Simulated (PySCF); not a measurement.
# C₅H₈BF₃: runs on many settings

Aim: see how C₅H₈BF₃ (`CB/C=C\CC(F)(F)F`) answers to the choice of functional, basis, grid and SCF options.

Programs: PySCF 2.14.0, with density-fitted response routines of our own. Each step states its level of theory. These are calculated values for one molecule, in the gas phase or a continuum, unless marked as measured. Atoms are numbered from 0 throughout.

### 1 The starting structure

17 atoms, charge 0, multiplicity 1; geometry from: GFN2-xTB.

Bonds of the start (Å): C0–B1 1.57, B1–C2 1.55, C2–C3 1.33, C3–C4 1.50, C4–C5 1.52, C5–F6 1.34, C5–F7 1.34, C5–F8 1.35, C0–H9 1.09, C0–H10 1.09, C0–H11 1.09, B1–H12 1.17, C2–H13 1.09, C3–H14 1.08, C4–H15 1.09, C4–H16 1.09.

### 2 NMR shieldings: PBE0/pcSseg-1

Job settings and geometry (Å):

```
{"job": {"kind": "nmr", "xc": "PBE0", "basis": "pcSseg-1"}, "charge": 0, "multiplicity": 1}
C      2.481491    -0.544008    -0.727581
B      1.488488     0.431503    -0.005338
C      0.715333    -0.056236     1.248171
C     -0.582698     0.106172     1.503505
C     -1.528619     0.800318     0.565048
C     -2.076914    -0.181484    -0.453324
F     -1.125006    -0.684541    -1.253090
F     -2.688707    -1.230227     0.116568
F     -2.986360     0.388510    -1.264085
H      2.793700    -1.394312    -0.126629
H      3.369412    -0.044560    -1.109401
H      1.966750    -0.948358    -1.601162
H      1.334447     1.518070    -0.420764
H      1.272585    -0.633863     1.978591
H     -1.045377    -0.319427     2.384706
H     -1.013848     1.582366     0.004459
H     -2.381676     1.222108     1.098802
```

Level: GIAO PBE0/pcSseg-1 NMR shielding, non-relativistic, gas phase.

The run is started by

```bash
OMP_NUM_THREADS=1 python probes_run.py task.json out
```

The driver reads the jobs from task.json and runs them one after another.

What it wrote:

```text
coarse grid: 14736 points
cycle   1  E = -518.8784751430  dE =  1.155e+00  |g| = 9.390e-01  |ddm| = 3.531e+00
cycle   2  E = -518.7296523991  dE =  1.488e-01  |g| = 1.369e+00  |ddm| = 1.255e+00
cycle   3  E = -519.0402852442  dE = -3.106e-01  |g| = 1.102e-01  |ddm| = 7.650e-01
cycle   4  E = -519.0424189152  dE = -2.134e-03  |g| = 5.876e-02  |ddm| = 1.219e-01
cycle   5  E = -519.0432042070  dE = -7.853e-04  |g| = 1.852e-02  |ddm| = 5.252e-02
cycle   6  E = -519.0432855818  dE = -8.137e-05  |g| = 2.727e-03  |ddm| = 1.518e-02
cycle   7  E = -519.0432873062  dE = -1.724e-06  |g| = 3.587e-04  |ddm| = 2.624e-03
final grid: 145040 points
cycle   8  E = -519.1147854795  dE = -6.222e-05  |g| = 8.898e-03  |ddm| = 2.948e-02
cycle   9  E = -519.1147791451  dE =  6.334e-06  |g| = 1.101e-02  |ddm| = 1.438e-02
cycle  10  E = -519.1148036951  dE = -2.455e-05  |g| = 1.081e-03  |ddm| = 7.350e-03
cycle  11  E = -519.1148038955  dE = -2.004e-07  |g| = 3.402e-04  |ddm| = 9.511e-04
cycle  12  E = -519.1148039167  dE = -2.119e-08  |g| = 1.453e-04  |ddm| = 3.356e-04
cycle  13  E = -519.1148039216  dE = -4.929e-09  |g| = 3.172e-05  |ddm| = 1.219e-04
cycle  14  E = -519.1148039219  dE = -2.353e-10  |g| = 5.485e-06  |ddm| = 2.851e-05
converged SCF energy = -519.1148039219

GIAO shielding tensors (ppm)
atom      isotropic    diamagn.    paramagn.     s11        s22        s33       span
  0 C      172.031     252.743     -80.712    144.066    178.701    193.326     49.261
  1 B       22.675     192.298    -169.623    -53.380     -6.358    127.763    181.143
  2 C       30.050     258.646    -228.596    -88.762     28.059    150.854    239.617
  3 C       42.687     256.430    -213.743    -70.489     38.299    160.250    230.739
  4 C      145.078     253.848    -108.770    125.798    149.278    160.157     34.359
  5 C       51.909     241.947    -190.038     49.170     49.995     56.563      7.393
  6 F      256.818     479.251    -222.433    172.778    265.788    331.889    159.111
  7 F      253.289     473.791    -220.502    166.437    257.391    336.039    169.602
  8 F      246.474     470.646    -224.172    155.643    242.319    341.459    185.816
  9 H       30.453      31.027      -0.574     26.801     29.654     34.904      8.104
 10 H       30.320      28.563       1.757     26.361     28.408     36.190      9.829
 11 H       31.007      31.240      -0.232     27.642     29.139     36.242      8.600
 12 H       23.867      31.340      -7.473     17.099     25.395     29.109     12.010
 13 H       24.485      31.728      -7.244     20.541     24.970     27.943      7.402
 14 H       25.066      31.442      -6.376     23.026     24.644     27.528      4.502
 15 H       28.664      32.066      -3.402     25.812     27.478     32.702      6.890
 16 H       28.766      28.881      -0.114     25.488     27.470     33.341      7.853
```

Wall time 57 s (1 thread of Arm Neoverse N1, shared host); peak memory 0.85 GiB.

Shifts follow as δ = σ(reference) − σ, with reference shieldings (ppm) from runs at the same level and on the same kind of geometry: 1H TMS 31.72, 13C TMS 186.9, 19F CFCl3 170.9, 11B BF3·OEt2 100.1. The references are single molecules in the gas phase, so shifts against H2O, NH3, PH3, H3PO4 or CFCl3 are not on the usual liquid scales and can be off by tens of ppm. Atoms listed in one row are averaged.

| atoms | environment | σ (ppm) | δ (ppm) | δ scaled to CDCl3 |
| --- | --- | --- | --- | --- |
| C2 | alkene CH | 30.1 | 156.9 | 151.2 |
| C3 | alkene CH | 42.7 | 144.2 | 138.9 |
| C5 | CF3 carbon | 51.9 | 135.0 | 129.9 |
| C4 | allylic sp3 CH2 | 145.1 | 41.8 | 38.9 |
| C0 | methyl carbon bonded to B | 172.0 | 14.9 | 12.6 |
| H12 | hydrogen on a boron bonded to 2 C | 23.87 | 7.85 | – |
| H13 | hydrogen on an alkene CH | 24.48 | 7.23 | 6.92 |
| H14 | hydrogen on an alkene CH | 25.07 | 6.65 | 6.38 |
| H15, H16 | hydrogen on an allylic sp3 CH2 | 28.72 | 3.00 | 2.94 |
| H9, H10, H11 | hydrogen on a methyl carbon bonded to B | 30.59 | 1.12 | 1.16 |
| B1 | boron bonded to 2 C, H | 22.7 | 77.4 | – |
| F6, F7, F8 | fluorine of a CF3 group | 252.2 | -81.2 | – |

The scaled column applies a straight-line fit of computed shieldings to shifts measured in CDCl3, and one for carbons that bear F (root-mean-square error 0.16 ppm for H, 1.9 ppm for C).

The run also stored atomic charges by several schemes (e):

| atoms | Mulliken | IAO | Hirshfeld | ESP fit |
| --- | --- | --- | --- | --- |
| C0 | -0.52 | -0.58 | -0.19 | -0.71 |
| B1 | 0.34 | 0.18 | 0.17 | 0.69 |
| C2 | -0.29 | -0.27 | -0.11 | -0.55 |
| C3 | -0.17 | -0.11 | -0.03 | 0.03 |
| C4 | -0.28 | -0.32 | -0.09 | -0.44 |
| C5 | 0.78 | 0.81 | 0.26 | 0.62 |
| F6, F7, F8 | -0.27 | -0.29 | -0.09 | -0.20 |

Mayer bond orders: C0–B1 1.04, B1–C2 1.00, C2–C3 1.90, C3–C4 1.04, C4–C5 1.01, C5–F6 0.99, C5–F7 1.00, C5–F8 1.00.

Orbitals, density, ELF and potential are computed afterwards from the orbital file.

Frontier orbitals at PBE0/pcSseg-1, with the share of their density that lies nearest to each atom:

| orbital | energy (eV) | lies on |
| --- | --- | --- |
| HOMO | -7.95 | C2, C3 about 33 % each |
| LUMO | -1.66 | B1 38 %; C3 20 %; C2 10 % |

ELF in a plane through or near 5 of the atoms.

Ten even steps from '0' (0.00) to '9' (0.98):
```
0000000000000000000000000000
0000000000000000000000000000
0000000000000000000000000000
0000000000231000231000000000
0000000002897103897100000000
0000000004999537998100000000
0000000001798665984000000000
0000001100465277251121000000
0000013433486675873321000000
0000025677568634654210000000
0000367248832000498400000000
0001588217620021343310000000
0000476799510177522765300000
0000012799800288625668500000
0000001699600167504888400000
0000000011000013102663100000
0000000000000000000210000000
0000000000000000000000000000
0000000000000000000000000000
0000000000000000000000000000
```
The map spans 12.2 Å across and 9.3 Å up, centred on the molecule. Atoms in the plane (x, y in Å): C0 (-2.6, -0.5), C2 (-0.5, 1.2), C3 (0.8, 1.3), C5 (1.9, -0.9), F8 (2.8, -1.8).

On the surface of density 0.002 e/bohr³ the electrostatic potential runs, from the 1st to the 99th percentile, from -0.64 V near F8 to 1.18 V near B1.

### 3 TDDFT and polarisability: PBE0/def2-SVPD

The job, as its differences from that of step 2:

```diff
@@ -1,2 +1,2 @@
-{"job": {"kind": "nmr", "xc": "PBE0", "basis": "pcSseg-1"}, "charge": 0, "multiplicity": 1}
+{"job": {"kind": "uv", "xc": "PBE0", "basis": "def2-SVPD", "nstates": 6, "ntriplets": 2}, "charge": 0, "multiplicity": 1}
 C      2.481491    -0.544008    -0.727581
```

Level: TDDFT PBE0/def2-SVPD, vertical, gas phase, core orbitals frozen in the response.

What it wrote:

```text
coarse grid: 14736 points
cycle   1  E = -518.5762273429  dE =  1.089e+00  |g| = 8.896e-01  |ddm| = 5.787e+00
cycle   2  E = -518.4379806072  dE =  1.382e-01  |g| = 1.284e+00  |ddm| = 2.258e+00
cycle   3  E = -518.7293392184  dE = -2.914e-01  |g| = 1.102e-01  |ddm| = 1.405e+00
cycle   4  E = -518.7316003447  dE = -2.261e-03  |g| = 5.463e-02  |ddm| = 2.303e-01
cycle   5  E = -518.7322947836  dE = -6.944e-04  |g| = 1.793e-02  |ddm| = 1.058e-01
cycle   6  E = -518.7323726136  dE = -7.783e-05  |g| = 2.611e-03  |ddm| = 2.627e-02
cycle   7  E = -518.7323742714  dE = -1.658e-06  |g| = 2.877e-04  |ddm| = 5.325e-03
final grid: 145040 points
cycle   8  E = -518.8046654498  dE = -5.810e-05  |g| = 9.017e-03  |ddm| = 1.646e-01
cycle   9  E = -518.8046578173  dE =  7.632e-06  |g| = 1.129e-02  |ddm| = 2.653e-02
cycle  10  E = -518.8046841377  dE = -2.632e-05  |g| = 1.054e-03  |ddm| = 1.236e-02
cycle  11  E = -518.8046843490  dE = -2.113e-07  |g| = 3.105e-04  |ddm| = 1.791e-03
cycle  12  E = -518.8046843679  dE = -1.892e-08  |g| = 1.432e-04  |ddm| = 6.892e-04
cycle  13  E = -518.8046843729  dE = -4.950e-09  |g| = 3.271e-05  |ddm| = 2.550e-04
cycle  14  E = -518.8046843731  dE = -2.638e-10  |g| = 5.549e-06  |ddm| = 7.529e-05
converged SCF energy = -518.8046843731

Static polarisability (au): isotropic 77.859, principal 64.276 71.488 97.812

Singlet excitations
state   eV       nm        f      main configurations
  1   5.2766    235.0   0.12252   H->L 0.86
  2   5.6376    219.9   0.01477   H-1->L 0.95
  3   6.3000    196.8   0.05049   H-2->L 0.89
  4   7.4612    166.2   0.02461   H-3->L 0.70, H->L+1 0.13, H-1->L+1 0.10
  5   7.5101    165.1   0.08494   H->L+2 0.72, H->L+1 0.17
  6   7.5757    163.7   0.17194   H->L+1 0.57, H-3->L 0.19, H->L+2 0.17

Triplet excitations (Tamm-Dancoff, eV): 3.6896 5.0555
```

It took 95 s on 1 thread of Arm Neoverse N1, shared host; peak memory 1 GiB.

Frontier orbitals and where they lie:

| orbital | eV | atoms |
| --- | --- | --- |
| HOMO−3 | -10.69 | C0 20 %, C2 13 %, C3 13 % |
| HOMO−2 | -9.58 | C0 32 %, B1 29 %, C2 10 % |
| HOMO−1 | -9.04 | B1 24 %, C2 23 %, H12 10 % |
| HOMO | -7.98 | C3 32 %, C2 32 %, B1 9 % |
| LUMO | -1.70 | B1 33 %, C3 20 %, C2 18 % |
| LUMO+1 | 0.45 | C2 22 %, B1 20 %, C3 13 % |
| LUMO+2 | 0.64 | B1 32 %, C3 8 %, C4 7 % |

With each of the 6 states as a Gaussian band of 0.4 eV half-width at 1/e, the curve within the window shown has maxima at 234 nm (ε 5,200), 197 nm (ε 2,100), 164 nm (ε 11,000) L/(mol cm). Beyond the last state computed it falls off for lack of states. The curve at chosen wavelengths:

(nm, ε (L/mol/cm)): (157, 5799), (161, 10105), (166, 10663), (170, 7197), (174, 3520), (178, 1417), (183, 803), (187, 1157), (191, 1700), (196, 2084), (200, 2005), (204, 1740), (208, 1567), (213, 1794), (217, 2400), (221, 3275), (225, 4200), (230, 5043), (234, 5239), (238, 4965), (243, 4115), (247, 3243), (251, 2380), (255, 1638), (260, 946), (264, 575)

Leading natural transition orbitals of singlet state 6: the hole lies on C2, C3 about 28 % each; H12 11 %; B1 7 %; the particle on C2 16 %; H12 15 %; C3 12 %.

Leading natural transition orbitals of singlet state 1: the hole lies on C2, C3 about 23 % each; H12 16 %; B1 10 %; the particle on B1 48 %; C3 12 %; H12 11 %.

Further results of this job:

| property | computed |
| --- | --- |
| dipole moment (D) | 2.06 |
| polarisability (Å³) | 11.54 |
| HOMO–LUMO gap (eV) | 6.28 |
| −ε(HOMO) (eV) | 7.98 |

(Part 1 of 2 ends here.)
